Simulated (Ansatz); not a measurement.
# Nb2O: the cost of one run

Program: Ansatz 0.2.0. Level of theory: DFT PBE, scalar-relativistic, plane waves, PAW. These are calculated values, not measurements.

4 further runs of the same task are left out: 4 set aside as unsound or not needed.

## (1) The structure to begin with

Symmetry: P6_3/mmc, No. 194, hexagonal system. Conventional cell: a = 2.798 Å, b = 2.798 Å, c = 10.883 Å, α = 90.00°, β = 90.00°, γ = 120.00°. Around Nb (site symmetry 3m) lie 3 O at 2.09 Å. Around O (site symmetry -6m2) lie 6 Nb at 2.09 Å.

As a file:

```
CELL_PARAMETERS angstrom
2.79794 0.00000 0.00000
-1.39897 2.42309 0.00000
0.00000 0.00000 10.88285
ATOMIC_POSITIONS crystal
Nb 0.33333 0.66667 0.62750
Nb 0.66667 0.33333 0.12750
Nb 0.33333 0.66667 0.87250
Nb 0.66667 0.33333 0.37250
O 0.33333 0.66667 0.25000
O 0.66667 0.33333 0.75000
```

This is candidate A: 2H molybdenite type (P6_3/mmc, No. 194).

(A quick probe on a coarse mesh, which set the mesh and smearing, is not shown.)

## (3) Coarse relaxation (candidate A)

input.yaml reads:

```yaml
crystal:
  lattice:
    - [2.797942179, 0.0, 0.0]
    - [-1.3989710895, 2.4230890053, 0.0]
    - [0.0, 0.0, 10.8828477256]
  atoms:
    - { symbol: Nb, position: [0.3333333333, 0.6666666667, 0.6275] }
    - { symbol: Nb, position: [0.6666666667, 0.3333333333, 0.1275] }
    - { symbol: Nb, position: [0.3333333333, 0.6666666667, 0.8725] }
    - { symbol: Nb, position: [0.6666666667, 0.3333333333, 0.3725] }
    - { symbol: O, position: [0.3333333333, 0.6666666667, 0.25] }
    - { symbol: O, position: [0.6666666667, 0.3333333333, 0.75] }
basis:
  ecutwfc: 420
kpoints:
  mp_grid: { grid: [6, 6, 2] }
hamiltonian:
  xc: pbe
scf:
  occupations: { method: gaussian, width: 0.1 }
  lower_state_search: "off"
output:
  forces: true
  stress: true
  eigenvalues: true
relax:
  adjacent_minimum: "off"
  f_tol: 0.04
  max_steps: 70
  cell: { stress_tol: 0.4 }
```

Command:

```
$ ansatz run input.yaml --threads 1 --pin off --max-ram 2560MiB --backend cpu --events-out ev --progress --plain --runs-dir out
```

**Question.** How long does this run take on 1 thread of Arm Neoverse V1, shared host, and how much memory does it need?

About 21 s, with a peak of 0.35 GiB.
